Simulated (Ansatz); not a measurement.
What does this script print? It uses the Ansatz DFT code, driven from Python.

`na3hg.py`:
```python
from collections import Counter
import warnings

import ansatz as az

PHASES = {
    "Na3Hg": (
        [(2.687919, 1.551871, 4.400864), (-2.687919, 1.551871, 4.400864), (0.0, -3.103741, 4.400864)],
        [
            ("Na", (0.5, 0.5, 0.5)),
            ("Na", (0.250366, 0.250366, 0.250366)),
            ("Na", (0.749634, 0.749634, 0.749634)),
            ("Hg", (0.0, 0.0, 0.0)),
        ],
    ),
}


def build(vectors, sites):
    crystal = az.Crystal(lattice=az.Lattice.of(vectors))
    for symbol, position in sites:
        crystal = crystal.atom(symbol, position)
    return crystal


def counts(outcome):
    return Counter(site.symbol for site in outcome.lattice.sites)

UNPAIRED = {"Na": 1, "Hg": 0}  # unpaired electrons of the free atoms


def compute(name, crystal):
    calc = (
        crystal.calculation()
        .functional("pbesol")
        .basis(38 * az.Ry)
        .kpoints(spacing=0.33)
        .occupations("fermi_dirac", width=0.02)
    )
    if name.endswith(" atom"):
        calc = calc.kpoints(1, 1, 1).occupations("fermi_dirac", width=0.01)
        if UNPAIRED[name.split()[0]]:
            calc = calc.spin("collinear")
        return calc.run()
    calc = calc.relax(force_tolerance=0.02, max_steps=60, cell=True)
    return calc.run()

warnings.simplefilter("ignore")

phases = {name: build(*cell) for name, cell in PHASES.items()}
for element, moment in UNPAIRED.items():
    phases[f"{element} atom"] = az.Lattice.orthorhombic(10.0, 10.5, 11.0).atom(element, (0.5, 0.5, 0.5), moment=moment or None)

done = {name: compute(name, crystal) for name, crystal in phases.items()}

print({element: round(done[f"{element} atom"].report["magnetization_mub"], 2) for element in UNPAIRED}, "muB on the free atoms")
solid = done["Na3Hg"]
n = counts(solid)
binding = (sum(k * done[f"{e} atom"].report["energy_sigma0_ev"] for e, k in n.items()) - solid.report["energy_sigma0_ev"]) / sum(n.values())
print(f"cohesive energy {binding:.3f} eV/atom = {96.4853 * binding:.0f} kJ/mol of atoms (no zero-point energy)")
```

```console
$ python na3hg.py
{'Na': 1.0, 'Hg': 0.0} muB on the free atoms
cohesive energy 1.114 eV/atom = 107 kJ/mol of atoms (no zero-point energy)
```

Other magnetic orders than the one started from may lie lower. For the metals among these phases the mesh is modest: differences between phases can be off by up to 40 meV an atom. Spin-orbit coupling, which matters for elements this heavy, is left out. The cells come from databases of deposited and of computed structures, and not all need be stable phases. Free atoms in a box carry small image and symmetry errors, and spin-orbit coupling is left out. Timing: 66 s on 1 thread of Arm Neoverse V1, on a shared host, peak memory 1 GiB.
